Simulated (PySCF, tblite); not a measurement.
# C₆H₁₂BCl: geometry, infrared bands, NMR shifts and electronic excitations

What infrared bands, NMR shifts and electronic excitations should C₆H₁₂BCl (`ClC[C@H]1CBCCC1`) show?

Computed with tblite 0.8.0 and PySCF 2.14.0, with density-fitted response routines of our own, on a single molecule in the gas phase. Atoms count from 0, in the outputs and in this text.

## Step 1: Starting geometry

20 atoms, charge 0, multiplicity 1; geometry from: force field or distance geometry start.

Bonds of the start (Å): Cl0–C1 1.78, C1–C2 1.53, C2–C3 1.49, C3–B4 1.59, B4–C5 1.57, C5–C6 1.48, C6–C7 1.46, C7–C2 1.45, C1–H8 1.11, C1–H9 1.12, C2–H10 1.14, C3–H11 1.10, C3–H12 1.12, B4–H13 1.18, C5–H14 1.13, C5–H15 1.12, C6–H16 1.11, C6–H17 1.12, C7–H18 1.12, C7–H19 1.13.

## Step 2: Geometry optimisation with GFN2-xTB

The job: settings as JSON, then the geometry in Å.

```
{"job": {"kind": "relax", "xc": "GFN2-xTB", "basis": "xTB"}, "charge": 0, "multiplicity": 1}
Cl    -3.282100     0.983400     0.429300
C     -2.037000    -0.273500     0.574400
C     -0.938500     0.036000    -0.439400
C     -0.365700     1.392000    -0.183700
B      0.835700     1.208000     0.844500
C      1.894100     0.126300     0.430600
C      1.381300    -0.984900    -0.410000
C     -0.060400    -1.109400    -0.580700
H     -2.503600    -1.254900     0.341100
H     -1.642900    -0.304100     1.621900
H     -1.537400     0.156100    -1.403900
H      0.075900     1.730300    -1.134500
H     -1.148500     2.091200     0.196500
H      1.264300     2.176900     1.375300
H      2.380000    -0.282500     1.365100
H      2.687900     0.658000    -0.153600
H      1.882600    -0.923800    -1.397000
H      1.752100    -1.942000     0.035600
H     -0.428600    -1.925200     0.092800
H     -0.214200    -1.547000    -1.607500
```

Launch:

```
$ OMP_NUM_THREADS=1 python probes_run.py task.json out
```

One launch serves the whole session: the jobs run in the order shown.

**Question.** This job is followed by: GFN2-xTB harmonic vibrations, gas phase; PBE0-D3(BJ)/def2-SVP geometry optimisation, gas phase; GIAO PBE0/pcSseg-1 NMR shielding, non-relativistic, gas phase; TDDFT CAM-B3LYP/def2-SVPD, vertical, gas phase, core orbitals frozen in the response; GIAO mPW1PW91/pcSseg-1 NMR shielding, non-relativistic, gas phase. What will the session give for the following? strongest single infrared mode (GFN2-xTB); zero-point energy (GFN2-xTB); point group; rotational constants (main isotopes); 13C shifts against TMS (PBE0/pcSseg-1); 1H shifts against TMS (PBE0/pcSseg-1); 35Cl shifts against HCl (PBE0/pcSseg-1); 11B shifts against BF3·OEt2 (PBE0/pcSseg-1); surface potential, 1st and 99th percentile; lowest singlet (CAM-B3LYP/def2-SVPD); brightest single state of those computed; lowest triplet; vertical ionisation energy (ΔSCF); range of the shift of Cl0.

The runs gave:

```
                                   quantity                                                                       value
  strongest single infrared mode (GFN2-xTB)                                                       2627 cm⁻¹, 156 km/mol
               zero-point energy (GFN2-xTB)                                                              105.9 kcal/mol
                                point group                                                                          C1
       rotational constants (main isotopes)                                                        3.86, 0.88, 0.75 GHz
     13C shifts against TMS (PBE0/pcSseg-1)                                      58.6, 39.7, 34.3, 34.2, 30.2, 25.4 ppm
      1H shifts against TMS (PBE0/pcSseg-1)  7.60, 3.44, 2.87, 2.79, 2.10, 1.82, 1.44, 1.43, 1.42, 0.80, 0.79, 0.20 ppm
    35Cl shifts against HCl (PBE0/pcSseg-1)                                                                      66 ppm
11B shifts against BF3·OEt2 (PBE0/pcSseg-1)                                                                    86.9 ppm
      surface potential, 1st and 99th percentile                                                          -0.80 V and 1.04 V
       lowest singlet (CAM-B3LYP/def2-SVPD)                                                 5.86 eV (212 nm), f = 0.002
   brightest single state of those computed                                                 state 9, 8.03 eV, f = 0.055
                             lowest triplet                                                                     5.37 eV
          vertical ionisation energy (ΔSCF)                                                                    10.20 eV
                  range of the shift of Cl0                                                                64 to 66 ppm
```

In words: Relaxing lowered the energy by 1.334 eV in 159 steps; the close pair that moved most is C2–C7, from 1.450 to 1.532 Å (GFN2-xTB). No mode is imaginary among the 54: a minimum at this level. The strongest single mode, at 2627 cm⁻¹, moves mainly H13. Unscaled tight-binding wavenumbers are off by several per cent, some by more. Its intensities can rank the bands wrongly. Relaxing lowered the energy by 0.180 eV in 5 steps; the close pair that moved most is Cl0–C1, from 1.753 to 1.791 Å (PBE0/def2-SVP). No frequency check was run at this level, so the end point may be a saddle. C1 (sp3 CH2 bonded to Cl) lies farthest downfield among carbon, at 58.6 ppm; deshielded by the electronegative neighbour. At PBE0/pcSseg-1: Shielding is most anisotropic at Cl0 (span 369 ppm, paramagnetic term -261 ppm). By nearest atom (PBE0/pcSseg-1), the HOMO sits on Cl0 31 %; B4 10 % and the LUMO on B4 52 %; H13 13 %. The lowest singlet, at 5.86 eV, is HOMO→LUMO 0.61, HOMO−2→LUMO 0.19 and is weak; of the 10 states computed, the strongest absorption comes from state 9 at 8.03 eV. The lowest triplet lies 0.49 eV below the lowest singlet (triplets in Tamm-Dancoff, singlets in full TDDFT). The orbital energy would give 9.49 eV for ionisation, ΔSCF gives 10.20 eV. Across the 2 runs the shift of Cl0 moves most, between 64 (mPW1PW91/pcSseg-1) and 66 ppm (PBE0/pcSseg-1).
